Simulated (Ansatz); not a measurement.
# GeNH2 (quartet): B2PLYP, RPA-PBE over vertical spin and charge gaps, cc-pVTZ

How well do these functionals follow the top wave-function level for GeNH2 (quartet) over vertical spin and charge gaps?

Program: Ansatz 0.2.0, Gaussian basis. Level of theory: cc-pVTZ, all electrons in the functionals, frozen cores in the correlation of double hybrids and RPA. These are calculated values, not measurements.

To be run: B2PLYP, RPA-PBE, at charge 0, quartet; charge 0, doublet; charge 0, sextet; charge 1, triplet; charge 1, quintet.

5 further runs of the same task are left out: 2 for a known fault of the program, 3 set aside as unsound or not needed.

## 1. The system

The geometry is a PBE0/def2-TZVP stationary point (not a proven minimum). No spin-orbit coupling is included. The filled d shell of Ge may be among the frozen orbitals whatever the setting's name suggests; the logs give the count.

4 atoms, charge 0, spin multiplicity 4.

Atoms are counted from 1 here; the program's logs count them from 0.

Bond lengths: Ge1–N2 1.931 Å, Ge1–H3 1.558 Å, N2–H4 1.027 Å. Angles: N2–Ge1–H3 110.8°, Ge1–N2–H4 110.3°.

No dispersion term is added.

The geometry shown and the zero of energy belong to the point charge 0, quartet. The yardstick, UCCSDT(Q), and other wave-function levels (R restricted, U unrestricted, valence and pair active spaces) come from earlier runs.

## 2. B2PLYP, charge 0, quartet

in.yaml reads:

```yaml
crystal:
  periodic: [false, false, false]
  atoms:
    - {symbol: Ge, position_ang: [0.002496, 0.044611, 0.321966]}
    - {symbol: N, position_ang: [-0.074202, -0.171566, -1.595492]}
    - {symbol: H, position_ang: [0.284433, -1.318092, 1.022012]}
    - {symbol: H, position_ang: [0.566824, 0.487213, -2.053874]}
basis:
  gaussian: {orbitals: cc-pVTZ}
magnetization: {spin_polarized: true, initial_magnetization: 3}
hamiltonian: {xc: {name: B2PLYP}}
correlation: {electrons: outside_noble_gas}
```

Launch:

```sh
$ ansatz run in.yaml --threads 2 --pin off --events-out ev --progress --plain --max-ram 24576MiB --backend cuda --devices 0, --max-vram 18GiB
```

The log of the run:

```text
Functional definition: B2PLYP
  name "B2PLYP"
  cite "Grimme, J. Chem. Phys. 124, 034108 (2006) doi:10.1063/1.2148954"
  cite "Becke, Phys. Rev. A 38, 3098 (1988) doi:10.1103/PhysRevA.38.3098"
  cite "Lee, Yang & Parr, Phys. Rev. B 37, 785 (1988) doi:10.1103/PhysRevB.37.785"
  parameter a = 0.53
  parameter c = 0.27
  exchange = (1 - a)*b88_x + a*exact_x
  correlation = (1 - c)*lyp_c + c*(mp2_os + mp2_ss)
617 factors; integrals over basis functions are off by at most 1.3e-3 eV
mean field evaluation 1: about -58021.4997 eV, gradient 1.9e1 eV
mean field evaluation 2: about -58021.5320 eV, gradient 1.9e1 eV
mean field evaluation 4: about -58023.1836 eV, gradient 2.0e0 eV
mean field evaluation 8: about -58023.2227 eV, gradient 2.2e-1 eV
mean field evaluation 16: about -58023.2240 eV, gradient 2.8e-3 eV
mean field evaluation 32: about -58022.3456 eV, gradient 5.5e0 eV
mean field -58023.22400443 eV, -2132.3141526092 hartree, gradient 6.4e-6 eV, S^2 3.768019; 2 other end points of the search recorded, 0 dependent functions left out
15 core orbitals not correlated: weight in the atoms' cores, before any rotation towards them, 0.998 or more for the frozen orbitals, at most 0.002 for the correlated occupied ones
reference -58023.22412585 eV, -2132.3141570711 hartree; 7, 4 occupied and 79, 82 virtual orbitals, 617 factors
second order -8.38842941 eV of doubles, -0.00000000 eV of singles
Total energy: -58025.48900179 eV, -2132.3973897267 hartree
```

Wall time 7.5 s (1 × H100 (card shared with other runs) with 2 threads of AMD EPYC 7R13, shared host); peak host memory 0.78 GiB.

From the report: ⟨S²⟩ of the determinant 3.768 (pure quartet: 3.75).

## 3. B2PLYP, charge 0, doublet

in.yaml, as its differences from that of step 2:

```diff
@@ -9,3 +9,3 @@
   gaussian: {orbitals: cc-pVTZ}
-magnetization: {spin_polarized: true, initial_magnetization: 3}
+magnetization: {spin_polarized: true, initial_magnetization: 1}
 hamiltonian: {xc: {name: B2PLYP}}
```

The command is unchanged.

The log of the run, cut to the lines that bear on the results:

```text
Functional definition: B2PLYP
  name "B2PLYP"
  cite "Grimme, J. Chem. Phys. 124, 034108 (2006) doi:10.1063/1.2148954"
  cite "Becke, Phys. Rev. A 38, 3098 (1988) doi:10.1103/PhysRevA.38.3098"
  cite "Lee, Yang & Parr, Phys. Rev. B 37, 785 (1988) doi:10.1103/PhysRevB.37.785"
[...]
617 factors; integrals over basis functions are off by at most 1.3e-3 eV
[...]
mean field -58024.70654854 eV, -2132.3686351000 hartree, gradient 9.2e-6 eV, S^2 0.849264; 6 other end points of the search recorded, 0 dependent functions left out
15 core orbitals not correlated: weight in the atoms' cores, before any rotation towards them, 0.998 or more for the frozen orbitals, at most 0.002 for the correlated occupied ones
reference -58024.70667428 eV, -2132.3686397209 hartree; 6, 5 occupied and 80, 81 virtual orbitals, 617 factors
second order -9.46123665 eV of doubles, -0.00000000 eV of singles
Total energy: -58027.26120817 eV, -2132.4625171101 hartree
```

Wall time 12 s (1 × H100 (card shared with other runs) with 2 threads of AMD EPYC 7R13, shared host); peak host memory 0.78 GiB.

From the report: ⟨S²⟩ of the determinant 0.849 (pure doublet: 0.75).

From charge 0, quartet: -1.772 eV.

## 4. B2PLYP, charge 0, sextet

in.yaml, as its differences from that of step 3:

```diff
@@ -9,3 +9,3 @@
   gaussian: {orbitals: cc-pVTZ}
-magnetization: {spin_polarized: true, initial_magnetization: 1}
+magnetization: {spin_polarized: true, initial_magnetization: 5}
 hamiltonian: {xc: {name: B2PLYP}}
```

Same command.

The log of the run, cut to the lines that bear on the results:

```text
Functional definition: B2PLYP
  name "B2PLYP"
  cite "Grimme, J. Chem. Phys. 124, 034108 (2006) doi:10.1063/1.2148954"
  cite "Becke, Phys. Rev. A 38, 3098 (1988) doi:10.1103/PhysRevA.38.3098"
  cite "Lee, Yang & Parr, Phys. Rev. B 37, 785 (1988) doi:10.1103/PhysRevB.37.785"
[...]
619 factors; integrals over basis functions are off by at most 1.3e-3 eV
[...]
mean field -58017.10703209 eV, -2132.0893580216 hartree, gradient 6.1e-6 eV, S^2 8.759962; 0 other end points of the search recorded, 0 dependent functions left out
15 core orbitals not correlated: weight in the atoms' cores, before any rotation towards them, 0.995 or more for the frozen orbitals, at most 0.004 for the correlated occupied ones
reference -58017.10716208 eV, -2132.0893627988 hartree; 8, 3 occupied and 78, 83 virtual orbitals, 619 factors
second order -7.27347376 eV of doubles, -0.00000000 eV of singles
Total energy: -58019.07100000 eV, -2132.1615325111 hartree
```

It took 5.5 s on 1 × H100 (card shared with other runs) with 2 threads of AMD EPYC 7R13, shared host; peak host memory 0.78 GiB.

From the report: ⟨S²⟩ of the determinant 8.760 (pure sextet: 8.75).

From charge 0, quartet: +6.418 eV.

## 5. B2PLYP, charge 1, triplet

in.yaml, as its differences from that of step 4:

```diff
@@ -9,3 +9,4 @@
   gaussian: {orbitals: cc-pVTZ}
-magnetization: {spin_polarized: true, initial_magnetization: 5}
+total_charge: 1
+magnetization: {spin_polarized: true, initial_magnetization: 2}
 hamiltonian: {xc: {name: B2PLYP}}
```

Same command.

The log of the run, cut to the lines that bear on the results:

```text
Functional definition: B2PLYP
  name "B2PLYP"
  cite "Grimme, J. Chem. Phys. 124, 034108 (2006) doi:10.1063/1.2148954"
  cite "Becke, Phys. Rev. A 38, 3098 (1988) doi:10.1103/PhysRevA.38.3098"
  cite "Lee, Yang & Parr, Phys. Rev. B 37, 785 (1988) doi:10.1103/PhysRevB.37.785"
[...]
617 factors; integrals over basis functions are off by at most 1.3e-3 eV
[...]
mean field -58016.11412709 eV, -2132.0528694358 hartree, gradient 9.0e-6 eV, S^2 2.041312; 3 other end points of the search recorded, 0 dependent functions left out
15 core orbitals not correlated: weight in the atoms' cores, before any rotation towards them, 0.998 or more for the frozen orbitals, at most 0.002 for the correlated occupied ones
reference -58016.11424845 eV, -2132.0528738961 hartree; 6, 4 occupied and 80, 82 virtual orbitals, 617 factors
second order -7.98943377 eV of doubles, -0.00000000 eV of singles
Total energy: -58018.27139557 eV, -2132.1321475905 hartree
```

Run time: 11 s. Hardware: 1 × H100 (card shared with other runs) with 2 threads of AMD EPYC 7R13, shared host; peak host memory 0.77 GiB.

From the report: ⟨S²⟩ of the determinant 2.041 (pure triplet: 2.00).

From charge 0, quartet: +7.218 eV.

## 6. B2PLYP, charge 1, quintet

in.yaml, as its differences from that of step 5:

```diff
@@ -10,3 +10,3 @@
 total_charge: 1
-magnetization: {spin_polarized: true, initial_magnetization: 2}
+magnetization: {spin_polarized: true, initial_magnetization: 4}
 hamiltonian: {xc: {name: B2PLYP}}
```

Same command.

The log of the run, cut to the lines that bear on the results:

```text
Functional definition: B2PLYP
  name "B2PLYP"
  cite "Grimme, J. Chem. Phys. 124, 034108 (2006) doi:10.1063/1.2148954"
  cite "Becke, Phys. Rev. A 38, 3098 (1988) doi:10.1103/PhysRevA.38.3098"
  cite "Lee, Yang & Parr, Phys. Rev. B 37, 785 (1988) doi:10.1103/PhysRevB.37.785"
[...]
617 factors; integrals over basis functions are off by at most 1.3e-3 eV
[...]
mean field -58013.02332866 eV, -2131.9392846887 hartree, gradient 4.5e-6 eV, S^2 6.014028; 0 other end points of the search recorded, 0 dependent functions left out
15 core orbitals not correlated: weight in the atoms' cores, before any rotation towards them, 0.995 or more for the frozen orbitals, at most 0.004 for the correlated occupied ones
reference -58013.02345352 eV, -2131.9392892771 hartree; 7, 3 occupied and 79, 83 virtual orbitals, 617 factors
second order -6.47030123 eV of doubles, -0.00000000 eV of singles
Total energy: -58014.77043485 eV, -2132.0034896570 hartree
```

Run time: 10 s. Hardware: 1 × H100 (card shared with other runs) with 2 threads of AMD EPYC 7R13, shared host; peak host memory 0.78 GiB.

From the report: ⟨S²⟩ of the determinant 6.014 (pure quintet: 6.00).

From charge 0, quartet: +10.719 eV.

## 7. RPA-PBE, charge 0, quartet

in.yaml, as its differences from that of step 6:

```diff
@@ -9,5 +9,4 @@
   gaussian: {orbitals: cc-pVTZ}
-total_charge: 1
-magnetization: {spin_polarized: true, initial_magnetization: 4}
-hamiltonian: {xc: {name: B2PLYP}}
-correlation: {electrons: outside_noble_gas}
+magnetization: {spin_polarized: true, initial_magnetization: 3}
+hamiltonian: {xc: {name: PBE}}
+correlation: {method: rpa, electrons: outside_noble_gas}
```

Launched as before.

The log of the run, cut to the lines that bear on the results:

```text
Functional definition: PBE
  name "PBE"
  cite "Perdew, Burke & Ernzerhof, Phys. Rev. Lett. 77, 3865 (1996) doi:10.1103/PhysRevLett.77.3865"
  parent pbe
[...]
617 factors; integrals over basis functions are off by at most 1.3e-3 eV
[...]
mean field -58027.54984150 eV, -2132.4731241890 hartree, gradient 6.5e-6 eV, S^2 3.755033; 1 other end points of the search recorded, 0 dependent functions left out
15 core orbitals not correlated: weight in the atoms' cores, before any rotation towards them, 0.996 or more for the frozen orbitals, at most 0.003 for the correlated occupied ones
reference -57984.46717773 eV, -2130.8898654980 hartree; 7, 4 occupied and 79, 82 virtual orbitals, 617 factors
Total energy: -57997.35649925 eV, -2131.3635393273 hartree
```

Run time: 8 s. Hardware: 1 × H100 (card shared with other runs) with 2 threads of AMD EPYC 7R13, shared host; peak host memory 0.86 GiB.

From the report: ⟨S²⟩ of the determinant 3.755 (pure quartet: 3.75).

## 8. RPA-PBE, charge 0, doublet

in.yaml, as its differences from that of step 7:

```diff
@@ -9,3 +9,3 @@
   gaussian: {orbitals: cc-pVTZ}
-magnetization: {spin_polarized: true, initial_magnetization: 3}
+magnetization: {spin_polarized: true, initial_magnetization: 1}
 hamiltonian: {xc: {name: PBE}}
```

The command is unchanged.

The log of the run, cut to the lines that bear on the results:

```text
Functional definition: PBE
  name "PBE"
  cite "Perdew, Burke & Ernzerhof, Phys. Rev. Lett. 77, 3865 (1996) doi:10.1103/PhysRevLett.77.3865"
  parent pbe
[...]
617 factors; integrals over basis functions are off by at most 1.3e-3 eV
[...]
mean field -58029.48325245 eV, -2132.5441757312 hartree, gradient 8.3e-6 eV, S^2 0.767881; 3 other end points of the search recorded, 0 dependent functions left out
15 core orbitals not correlated: weight in the atoms' cores, before any rotation towards them, 0.998 or more for the frozen orbitals, at most 0.002 for the correlated occupied ones
reference -57984.71270155 eV, -2130.8988883321 hartree; 6, 5 occupied and 80, 81 virtual orbitals, 617 factors
Total energy: -57999.18476275 eV, -2131.4307267716 hartree
```

Wall time 16 s (1 × H100 (card shared with other runs) with 2 threads of AMD EPYC 7R13, shared host); peak host memory 0.86 GiB.

From the report: ⟨S²⟩ of the determinant 0.768 (pure doublet: 0.75).

From charge 0, quartet: -1.828 eV.

## 9. RPA-PBE, charge 0, sextet

in.yaml, as its differences from that of step 8:

```diff
@@ -9,3 +9,3 @@
   gaussian: {orbitals: cc-pVTZ}
-magnetization: {spin_polarized: true, initial_magnetization: 1}
+magnetization: {spin_polarized: true, initial_magnetization: 5}
 hamiltonian: {xc: {name: PBE}}
```

The command is unchanged.

The log of the run, cut to the lines that bear on the results:

```text
Functional definition: PBE
  name "PBE"
  cite "Perdew, Burke & Ernzerhof, Phys. Rev. Lett. 77, 3865 (1996) doi:10.1103/PhysRevLett.77.3865"
  parent pbe
[...]
619 factors; integrals over basis functions are off by at most 1.3e-3 eV
[...]
mean field -58021.24074066 eV, -2132.2412690097 hartree, gradient 9.6e-6 eV, S^2 8.754397; 0 other end points of the search recorded, 0 dependent functions left out
15 core orbitals not correlated: weight in the atoms' cores, before any rotation towards them, 0.995 or more for the frozen orbitals, at most 0.005 for the correlated occupied ones
reference -57979.03940805 eV, -2130.6903986415 hartree; 8, 3 occupied and 78, 83 virtual orbitals, 619 factors
Total energy: -57991.03507723 eV, -2131.1312313528 hartree
```

It took 4.2 s on 1 × H100 (card shared with other runs) with 2 threads of AMD EPYC 7R13, shared host; peak host memory 0.86 GiB.

From the report: ⟨S²⟩ of the determinant 8.754 (pure sextet: 8.75).

From charge 0, quartet: +6.321 eV.

## 10. RPA-PBE, charge 1, triplet

in.yaml, as its differences from that of step 9:

```diff
@@ -9,3 +9,4 @@
   gaussian: {orbitals: cc-pVTZ}
-magnetization: {spin_polarized: true, initial_magnetization: 5}
+total_charge: 1
+magnetization: {spin_polarized: true, initial_magnetization: 2}
 hamiltonian: {xc: {name: PBE}}
```

Launched as before.

The log of the run, cut to the lines that bear on the results:

```text
Functional definition: PBE
  name "PBE"
  cite "Perdew, Burke & Ernzerhof, Phys. Rev. Lett. 77, 3865 (1996) doi:10.1103/PhysRevLett.77.3865"
  parent pbe
[...]
617 factors; integrals over basis functions are off by at most 1.3e-3 eV
[...]
mean field -58020.31114621 eV, -2132.2071070437 hartree, gradient 3.8e-6 eV, S^2 2.009125; 2 other end points of the search recorded, 0 dependent functions left out
15 core orbitals not correlated: weight in the atoms' cores, before any rotation towards them, 0.997 or more for the frozen orbitals, at most 0.002 for the correlated occupied ones
reference -57977.43248563 eV, -2130.6313453317 hartree; 6, 4 occupied and 80, 82 virtual orbitals, 617 factors
Total energy: -57989.91497039 eV, -2131.0900681859 hartree
```

Wall time 8.5 s (1 × H100 (card shared with other runs) with 2 threads of AMD EPYC 7R13, shared host); peak host memory 0.85 GiB.

From the report: ⟨S²⟩ of the determinant 2.009 (pure triplet: 2.00).

From charge 0, quartet: +7.442 eV.

## 11. RPA-PBE, charge 1, quintet

in.yaml, as its differences from that of step 10:

```diff
@@ -10,3 +10,3 @@
 total_charge: 1
-magnetization: {spin_polarized: true, initial_magnetization: 2}
+magnetization: {spin_polarized: true, initial_magnetization: 4}
 hamiltonian: {xc: {name: PBE}}
```

Launched as before.

The log of the run, cut to the lines that bear on the results:

```text
Functional definition: PBE
  name "PBE"
  cite "Perdew, Burke & Ernzerhof, Phys. Rev. Lett. 77, 3865 (1996) doi:10.1103/PhysRevLett.77.3865"
  parent pbe
[...]
617 factors; integrals over basis functions are off by at most 1.3e-3 eV
[...]
mean field -58016.67055135 eV, -2132.0733176503 hartree, gradient 5.1e-6 eV, S^2 6.006253; 0 other end points of the search recorded, 0 dependent functions left out
15 core orbitals not correlated: weight in the atoms' cores, before any rotation towards them, 0.994 or more for the frozen orbitals, at most 0.005 for the correlated occupied ones
reference -57975.36757004 eV, -2130.5554610835 hartree; 7, 3 occupied and 79, 83 virtual orbitals, 617 factors
Total energy: -57986.42110800 eV, -2130.9616711109 hartree
```

Wall time 9.5 s (1 × H100 (card shared with other runs) with 2 threads of AMD EPYC 7R13, shared host); peak host memory 0.85 GiB.

From the report: ⟨S²⟩ of the determinant 6.006 (pure quintet: 6.00).

From charge 0, quartet: +10.935 eV.

## 12. Against the wave-function levels

The yardstick is UCCSDT(Q), where the cluster series has nearly closed. It comes from earlier runs at the same points. Energies in eV, counted from charge 0, quartet; blanks weren't run or aren't comparable.

```csv
level,quartet to doublet,quartet to sextet,ionisation to the triplet cation,ionisation to the quintet cation
UCCSDT(Q),,,7.270,10.602
B2PLYP,-1.772,6.418,7.218,10.719
RPA-PBE,-1.828,6.321,7.442,10.935
```

Largest miss and mean time a point (UCCSDT(Q) took 30 s a point; shared hosts):

```csv
level,largest miss (eV),where,time a point
B2PLYP,+0.116,ionisation to the quintet cation,9.1 s
RPA-PBE,+0.333,ionisation to the quintet cation,9.4 s
```

## 13. What came out

| quantity | value |
| --- | --- |
| ionisation to the triplet cation, UCCSDT(Q) | 7.270 eV |
| ionisation to the quintet cation, UCCSDT(Q) | 10.602 eV |
| largest miss, B2PLYP | +0.116 eV (ionisation to the quintet cation) |
| largest miss, RPA-PBE | +0.333 eV (ionisation to the quintet cation) |

In words: Misses are known at 2 of 4 points at best, and only functionals with that many are ranked. Of the functionals, B2PLYP keep the smallest largest miss at the points compared (at most 0.116 eV) and RPA-PBE strays most (0.333 eV, at ionisation to the quintet cation). Functionals and the yardstick converge differently with the basis, so part of each miss in cc-pVTZ is the basis.
